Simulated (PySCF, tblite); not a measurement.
**C6H10N2OSi: geometry, infrared bands and NMR shifts**

What infrared bands and NMR shifts should C6H10N2OSi (`CC(=O)c1cnn(C)c1[SiH3]`) show?

Computed with tblite 0.8.0 and PySCF 2.14.0, with density-fitted response routines of our own, on a single molecule in the gas phase. Atoms count from 0, in the outputs and in this text.

### Step 1. Starting geometry

20 atoms, charge 0, multiplicity 1; geometry from: force field or distance geometry start.

Bonds of the start (Å): C0–C1 1.52, C1–O2 1.22, C1–C3 1.46, C3–C4 1.42, C4–N5 1.33, N5–N6 1.34, N6–C7 1.44, N6–C8 1.38, C8–Si9 1.90, C8–C3 1.40, C0–H10 1.09, C0–H11 1.09, C0–H12 1.08, C4–H13 1.09, C7–H14 1.09, C7–H15 1.10, C7–H16 1.09, Si9–H17 1.48, Si9–H18 1.49, Si9–H19 1.49.

### Step 2. Relaxing the molecule with GFN2-xTB

The job: settings as JSON, then the geometry in Å.

```
{"job": {"kind": "relax", "xc": "GFN2-xTB", "basis": "xTB"}, "charge": 0, "multiplicity": 1}
C      3.280800     0.120000    -0.175400
C      1.902800     0.740900     0.016500
O      1.813300     1.935600     0.268600
C      0.737700    -0.130800    -0.081400
C      0.716600    -1.525300    -0.332400
N     -0.517200    -2.026600    -0.365800
N     -1.303000    -0.965700    -0.114700
C     -2.729100    -1.179600    -0.062400
C     -0.607600     0.212900     0.078000
Si    -1.426800     1.890700     0.454300
H      3.449200    -0.647800     0.579900
H      4.035700     0.892900    -0.069300
H      3.341400    -0.304000    -1.167600
H      1.553100    -2.194300    -0.522100
H     -2.954000    -2.230700    -0.256000
H     -3.099700    -0.912300     0.940300
H     -3.202100    -0.567800    -0.837200
H     -2.893400     1.671600     0.496600
H     -0.981500     2.381600     1.785600
H     -1.121400     2.849400    -0.638700
```

Run with:

```sh
$ OMP_NUM_THREADS=1 python probes_run.py task.json out
```

This one command runs all jobs of the session in turn.

**Question.** This job is followed by: GFN2-xTB harmonic vibrations, gas phase; GIAO PBE0/pcSseg-1 NMR shielding, non-relativistic, gas phase. Predict these results of the whole session: strongest single infrared mode (GFN2-xTB); zero-point energy (GFN2-xTB); 13C shifts against TMS (PBE0/pcSseg-1); 1H shifts against TMS (PBE0/pcSseg-1, means over atoms taken as alike); 17O shifts against H2O (PBE0/pcSseg-1); 15N shifts against NH3 (PBE0/pcSseg-1); 29Si shifts against TMS (PBE0/pcSseg-1).

The runs gave:

| quantity | value |
| --- | --- |
| strongest single infrared mode (GFN2-xTB) | 2116 cm⁻¹, 403 km/mol |
| zero-point energy (GFN2-xTB) | 92.6 kcal/mol |
| 13C shifts against TMS (PBE0/pcSseg-1) | 198.6, 149.8, 140.0, 139.2, 40.7, 28.5 ppm |
| 1H shifts against TMS (PBE0/pcSseg-1, means over atoms taken as alike) | 7.76, 4.57, 4.18, 2.57 ppm |
| 17O shifts against H2O (PBE0/pcSseg-1) | 585.7 ppm |
| 15N shifts against NH3 (PBE0/pcSseg-1) | 372.2, 242.7 ppm |
| 29Si shifts against TMS (PBE0/pcSseg-1) | -99.6 ppm |

In words: The optimisation took 55 steps and gained 0.266 eV; among the close pairs (by a distance rule), N6–C8 changed most, from 1.382 to 1.335 Å. No mode is imaginary among the 54: a minimum at this level. The strongest single mode, at 2116 cm⁻¹, moves mainly H17. Unscaled tight-binding wavenumbers are off by several per cent, some by more. Its intensities can rank the bands wrongly. C1 (ketone carbonyl carbon) lies farthest downfield among carbon, at 198.6 ppm; the double bond to the heteroatom, with no lone-pair donor beside it, deshields it most. At PBE0/pcSseg-1: The largest span, 1031 ppm, is at O2, where the paramagnetic term is -656 ppm. NICS(1)zz of -28 ppm above the planar ring from C3 marks a diatropic (aromatic) ring current.
